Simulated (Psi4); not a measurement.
# doublet [GaF3]+: levels of theory compared

Wanted: a comparison of 3 runs (UBHLYP/aug-cc-pVDZ, UCAM-B3LYP/aug-cc-pVDZ, UM06-2X/aug-cc-pVDZ) of doublet [GaF3]+. 

The calculation is run with Psi4 1.11.

### Step 1. The system as given

[GaF3]+: 4 atoms, total charge +1, spin state doublet. As SMILES of the parent species, `[F][Ga]([F])[F]`. Geometry: a GFN2-xTB relaxation, a rough one for these elements and not checked as a minimum. That shape belongs to the parent species and isn't relaxed for this state.

Bond lengths: Ga1–F2 1.732 Å, Ga1–F3 1.732 Å, Ga1–F4 1.732 Å. Angles: F2–Ga1–F3 119.9°, F2–Ga1–F4 120.1°, F3–Ga1–F4 120.1°.

### Step 2. Energy and gradient at UBHLYP/aug-cc-pVDZ (run 1)

job.inp

```
memory 1.6 GB

molecule {
  1 2
  Ga    -0.00103935    -0.00147399    -0.00020787
  F      3.27241983    -0.04969980     0.02483100
  F     -1.58882503     2.86129102    -0.03250329
  F     -1.68255545    -2.81011723     0.00788016
  units au
  symmetry c1
}

set basis aug-cc-pVDZ
set reference uks
set puream true
set e_convergence 1e-09
set d_convergence 1e-08
set scf_type pk
set dft_radial_points 99
set dft_spherical_points 590
set maxiter 200

e, wfn = gradient('bhhlyp', return_wfn=True)
```

Command:

```console
$ psi4 -n 1 job.inp job.out
```

job.out:

```text
[...]
  Running in c1 symmetry.
[...]
  Nuclear repulsion =  298.526207135056723
[...]
  Multiplicity = 2
[...]
  Nalpha       = 29
  Nbeta        = 28
[...]
    Number of basis functions: 105
[...]
   @UKS iter   1: -2223.31236395987617   -3.34613e+00   1.06326e-02 DIIS/ADIIS
[...]
   @UKS iter  18: -2223.82053126367873    4.54747e-12   6.71011e-09 DIIS
[...]
   @S^2 Observed:                7.688492082E-01
[...]
  @UKS Final Energy: -2223.82053126367873
   => Energetics <=
    Nuclear Repulsion Energy =            298.5262071350567226
    One-Electron Energy =               -3679.1378349200163029
    Two-Electron Energy =                1211.1479697421723358
    DFT Exchange-Correlation Energy =     -54.3568732208914369
    Empirical Dispersion Energy =           0.0000000000000000
    VV10 Nonlocal Energy =                  0.0000000000000000
    Total Energy =                      -2223.8205312636787312
[...]
 Multipole Moments:
 ------------------------------------------------------------------------------------
     Multipole            Electronic (a.u.)      Nuclear  (a.u.)        Total (a.u.)
 ------------------------------------------------------------------------------------
 L = 1.  Multiply by 2.5417464519 to convert [e a0] to [Debye]
 Dipole X            :         -0.0088747            0.0010360           -0.0078387
 Dipole Y            :         -0.0121177            0.0014693           -0.0106484
 Dipole Z            :         -0.0005312            0.0002072           -0.0003240
 Magnitude           :                                                    0.0132265
[...]
  -Total Gradient:
     Atom            X                  Y                   Z
    ------   -----------------  -----------------  -----------------
       1       -0.000477938486    -0.000593796994    -0.000004263760
       2       -0.007295884986     0.000230718378    -0.000054529449
       3        0.003688553413    -0.006427094876     0.000075567484
       4        0.004065204271     0.006763177050    -0.000017060071
[...]
```

Run time: 2.3 min. Hardware: 1 thread of Intel Xeon Platinum 8259CL at 2.50GHz (Skylake/Cascade Lake), shared host; peak memory 0.83 GiB.

### Step 3. Energy and forces at UCAM-B3LYP/aug-cc-pVDZ (run 2)

f3ga.xyz

```xyz
4
F3Ga
Ga    -0.000550    -0.000780    -0.000110
F      1.731690    -0.026300     0.013140
F     -0.840770     1.514130    -0.017200
F     -0.890370    -1.487050     0.004170
```

f3ga.py

```python
import psi4

psi4.set_memory('1600 MB')
psi4.set_num_threads(1)
psi4.set_output_file('f3ga.out', False)

with open('f3ga.xyz') as f:
    atoms = ''.join(f.readlines()[2:])
molecule = psi4.geometry('1 2\n' + atoms + 'symmetry c1')

psi4.set_options({
    'basis': 'aug-cc-pVDZ',
    'reference': 'uks',
    'puream': True,
    'e_convergence': 1e-09,
    'd_convergence': 1e-08,
    'scf_type': 'pk',
    'dft_radial_points': 99,
    'dft_spherical_points': 590,
    'maxiter': 200,
})

energy_value, wavefunction = psi4.gradient('cam-b3lyp', return_wfn=True)
print('gradient / Eh bohr^-1')
print(energy_value.np.round(6))
print(f'energy = {wavefunction.energy():.10f} Eh')
for k, v in sorted(psi4.core.scalar_variables().items()):
    print(f'{k:45s} {v:18.10f}')
```

Command:

```console
$ python f3ga.py
```

f3ga.out:

```text
[...]
  Running in c1 symmetry.
[...]
  Nuclear repulsion =  298.526206855019609
[...]
  Multiplicity = 2
[...]
  Nalpha       = 29
  Nbeta        = 28
[...]
    Number of basis functions: 105
[...]
   @UKS iter   1: -2223.45656375077715   -3.07838e+00   1.10106e-02 ADIIS/DIIS
[...]
   @UKS iter  17: -2224.01786721123108   -1.63709e-11   5.55155e-09 DIIS
[...]
   @S^2 Observed:                7.592741565E-01
[...]
  @UKS Final Energy: -2224.01786721123108
   => Energetics <=
    Nuclear Repulsion Energy =            298.5262068550196091
    One-Electron Energy =               -3678.4370897151511599
    Two-Electron Energy =                1237.7135498305199235
    DFT Exchange-Correlation Energy =     -81.8205341816193794
    Empirical Dispersion Energy =           0.0000000000000000
    VV10 Nonlocal Energy =                  0.0000000000000000
    Total Energy =                      -2224.0178672112306231
[...]
 Multipole Moments:
 ------------------------------------------------------------------------------------
     Multipole            Electronic (a.u.)      Nuclear  (a.u.)        Total (a.u.)
 ------------------------------------------------------------------------------------
 L = 1.  Multiply by 2.5417464519 to convert [e a0] to [Debye]
 Dipole X            :          0.0036838            0.0010360            0.0047198
 Dipole Y            :          0.0046694            0.0014693            0.0061387
 Dipole Z            :         -0.0005318            0.0002072           -0.0003246
 Magnitude           :                                                    0.0077502
[...]
  -Total Gradient:
     Atom            X                  Y                   Z
    ------   -----------------  -----------------  -----------------
       1        0.000402761974     0.000583571328    -0.000004884347
       2       -0.012590827269     0.000136983414    -0.000093908183
       3        0.006009983026    -0.011044504097     0.000125748670
       4        0.006146892648     0.010284194111    -0.000027412736
[...]
```

On the terminal:

```text
gradient / Eh bohr^-1
[[ 4.0300e-04  5.8400e-04 -5.0000e-06]
 [-1.2591e-02  1.3700e-04 -9.4000e-05]
 [ 6.0100e-03 -1.1045e-02  1.2600e-04]
 [ 6.1470e-03  1.0284e-02 -2.7000e-05]]
energy = -2224.0178672112 Eh
CURRENT ENERGY                                  -2224.0178672112
CURRENT REFERENCE ENERGY                        -2224.0178672112
DD SOLVATION ENERGY                                 0.0000000000
DFT FUNCTIONAL TOTAL ENERGY                     -2224.0178672112
DFT TOTAL ENERGY                                -2224.0178672112
DFT VV10 ENERGY                                     0.0000000000
DFT XC ENERGY                                     -81.8205341816
GRID ELECTRONS ALPHA                               29.0000019497
GRID ELECTRONS BETA                                28.0000016628
GRID ELECTRONS TOTAL                               57.0000036124
NUCLEAR REPULSION ENERGY                          298.5262068550
ONE-ELECTRON ENERGY                             -3678.4370897152
PCM POLARIZATION ENERGY                             0.0000000000
PE ENERGY                                           0.0000000000
SCF ITERATION ENERGY                            -2224.0178672112
SCF ITERATIONS                                     17.0000000000
SCF TOTAL ENERGY                                -2224.0178672112
TWO-ELECTRON ENERGY                              1237.7135498305
XC GRID RADIAL POINTS                              99.0000000000
XC GRID SPHERICAL POINTS                          590.0000000000
XC GRID TOTAL POINTS                           228593.0000000000
```

Wall time 4.4 min (1 thread of Intel Xeon Platinum 8259CL at 2.50GHz (Skylake/Cascade Lake), shared host); peak memory 0.95 GiB.

### Step 4. The energy at UM06-2X/aug-cc-pVDZ (run 3)

job.dat

```
memory 1.6 GB

molecule molecule1 {
  1 2
  Ga    -0.000550    -0.000780    -0.000110
  F      1.731690    -0.026300     0.013140
  F     -0.840770     1.514130    -0.017200
  F     -0.890370    -1.487050     0.004170
  symmetry c1
  no_reorient
  no_com
}

set {
  basis                aug-cc-pVDZ
  reference            uks
  puream               true
  e_convergence        1e-09
  d_convergence        1e-08
  scf_type             pk
  dft_radial_points    99
  dft_spherical_points 590
  maxiter              200
}

E, wfn = energy("m06-2x", return_wfn=True)
oeprop(wfn, "DIPOLE", "MULLIKEN_CHARGES", "QUADRUPOLE")
print_variables()
```

Command:

```console
$ psi4 job.dat job.out -n 1
```

job.out:

```text
[...]
  Running in c1 symmetry.
[...]
  Nuclear repulsion =  298.526206855019609
[...]
  Multiplicity = 2
[...]
  Nalpha       = 29
  Nbeta        = 28
[...]
    Number of basis functions: 105
[...]
   @UKS iter   1: -2223.32967531270151   -3.34324e+00   1.09043e-02 ADIIS/DIIS
[...]
   @UKS iter  26: -2223.86380915792915   -4.09273e-12   2.90555e-09 DIIS
[...]
   @S^2 Observed:                7.641955639E-01
[...]
  @UKS Final Energy: -2223.86380915792915
   => Energetics <=
    Nuclear Repulsion Energy =            298.5262068550196091
    One-Electron Energy =               -3679.1275759735081010
    Two-Electron Energy =                1206.9932000627150046
    DFT Exchange-Correlation Energy =     -50.2556401021553469
    Empirical Dispersion Energy =           0.0000000000000000
    VV10 Nonlocal Energy =                  0.0000000000000000
    Total Energy =                      -2223.8638091579286993
[...]
 Multipole Moments:
 ------------------------------------------------------------------------------------
     Multipole            Electronic (a.u.)      Nuclear  (a.u.)        Total (a.u.)
 ------------------------------------------------------------------------------------
 L = 1.  Multiply by 2.5417464519 to convert [e a0] to [Debye]
 Dipole X            :          0.0504292           -0.0228657            0.0275635
 Dipole Y            :          0.0665490           -0.0324277            0.0341213
 Dipole Z            :          0.0041185           -0.0045731           -0.0004546
 Magnitude           :                                                    0.0438659
 L = 2.  Multiply by 1.3450342976 to convert [e a0^2] to [Debye ang]
 Quadrupole XX       :       -164.2700384          144.5768381          -19.6932003
 Quadrupole XY       :         -0.2454375            0.1750855           -0.0703520
[...]
  Mulliken Charges: (a.u.)
   Center  Symbol    Alpha    Beta     Spin     Total
       1    GA    14.48715 14.56675 -0.07960  1.94609
       2     F     4.83954  4.47017  0.36936 -0.30971
       3     F     4.83885  4.47303  0.36582 -0.31187
       4     F     4.83446  4.49004  0.34442 -0.32450
   Total alpha = 29.00000, Total beta = 28.00000, Total charge =  1.00000
  Variable Map:
  ----------------------------------------------------------------------------
  "CURRENT ENERGY"              =>   -2223.863809157929
  "CURRENT REFERENCE ENERGY"    =>   -2223.863809157929
[...]
```

It took 2.5 min on 1 thread of Intel Xeon Platinum 8259CL at 2.50GHz (Skylake/Cascade Lake), shared host; peak memory 0.85 GiB.

### Step 5. All runs side by side

| run | level | task | energy (Eh) | HOMO energy (eV) | LUMO energy (eV) | ⟨S²⟩ | wall time |
| --- | --- | --- | --- | --- | --- | --- | --- |
| 1 | UBHLYP/aug-cc-pVDZ | gradient | -2223.820531 | -19.40 | -16.52 | 0.769 | 2.3 min |
| 2 | UCAM-B3LYP/aug-cc-pVDZ | gradient | -2224.017867 | -19.84 | -16.36 | 0.759 | 4.4 min |
| 3 | UM06-2X/aug-cc-pVDZ | energy | -2223.863809 | -19.67 | -16.63 | 0.764 | 2.5 min |

### Step 6. Summary of results

```
                                 quantity           value
                      run 3: total energy  -2223.86381 Eh
run 3: HOMO energy (highest over α and β)       -19.67 eV
 run 3: LUMO energy (lowest over α and β)       -16.63 eV
                              run 3: ⟨S²⟩           0.764
```

Totals of different functionals can't be ranked against each other. All runs together took 9.3 min, the longest 4.4 min.
